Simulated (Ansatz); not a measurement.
**SiHF₃ (SMILES F[SiH](F)F): single points off equilibrium**

One table from this session's results is given with a row withheld; the runs are named, their logs left out.

Method: single points in def2-TZVPP; program: Ansatz 0.2.0, Gaussian basis.

Cores are frozen in the correlated methods. B3LYP uses VWN-RPA correlation.

**Where the work starts**

5 atoms, charge 0, spin multiplicity 1.

Atoms are counted from 1 here; the program's logs count them from 0.

Bond lengths: F1–Si2 1.628 Å, Si2–F3 1.638 Å, Si2–F4 1.562 Å, Si2–H5 1.348 Å. Angles: F1–Si2–F3 93.4°, F1–Si2–F4 107.1°, F1–Si2–H5 111.0°, F3–Si2–F4 108.1°, F3–Si2–H5 118.6°, F4–Si2–H5 116.0°.

As a file:

```tsv
atom	x (Å)	y (Å)	z (Å)
F1	-0.46980	0.03790	1.46170
Si2	0.15090	-0.02220	-0.04230
F3	-0.66940	1.30560	-0.54020
F4	-0.47330	-1.26930	-0.74600
H5	1.49730	0.02550	-0.01130
```

Set-up of the first run:

The input, run/in.yaml:

```yaml
crystal:
  periodic: [false, false, false]
  atoms:
    - {symbol: F, position_ang: [-0.469800, 0.037900, 1.461700]}
    - {symbol: Si, position_ang: [0.150900, -0.022200, -0.042300]}
    - {symbol: F, position_ang: [-0.669400, 1.305600, -0.540200]}
    - {symbol: F, position_ang: [-0.473300, -1.269300, -0.746000]}
    - {symbol: H, position_ang: [1.497300, 0.025500, -0.011300]}
basis:
  gaussian: {orbitals: def2-TZVPP}
correlation: {method: ccsd_t}
output: {forces: true}
```

The command line of these runs was not kept.

Among the steps run: CCSD(T)/def2-TZVPP; PBE0-D4/def2-TZVPP; wB97M-V/def2-TZVPP; r2SCAN-D4/def2-TZVPP; PBE-D4/def2-TZVPP; B3LYP-D4/def2-TZVPP; CAM-B3LYP-D4/def2-TZVPP.

One of the session's tables, all rows but one given; the rest of the session is left out.

| method | RMS force component (eV/Å) | angle to CCSD(T) forces (°) | dipole (D) |
| --- | --- | --- | --- |
| CCSD(T) | 1.980 | reference | 2.63 |
| PBE0-D4 | 1.989 | 1.4 | 2.61 |
| wB97M-V | 1.872 | 1.8 | 2.60 |
| r2SCAN-D4 | ? | ? | ? |
| PBE-D4 | 1.813 | 10.2 | 2.43 |
| B3LYP-D4 | 1.877 | 2.8 | 2.61 |
| CAM-B3LYP-D4 | 1.952 | 0.9 | 2.67 |

**Question.** Estimate the row for r2SCAN-D4.

The run gave: RMS force component (eV/Å): 1.952; angle to CCSD(T) forces (°): 1.3; dipole (D): 2.52.
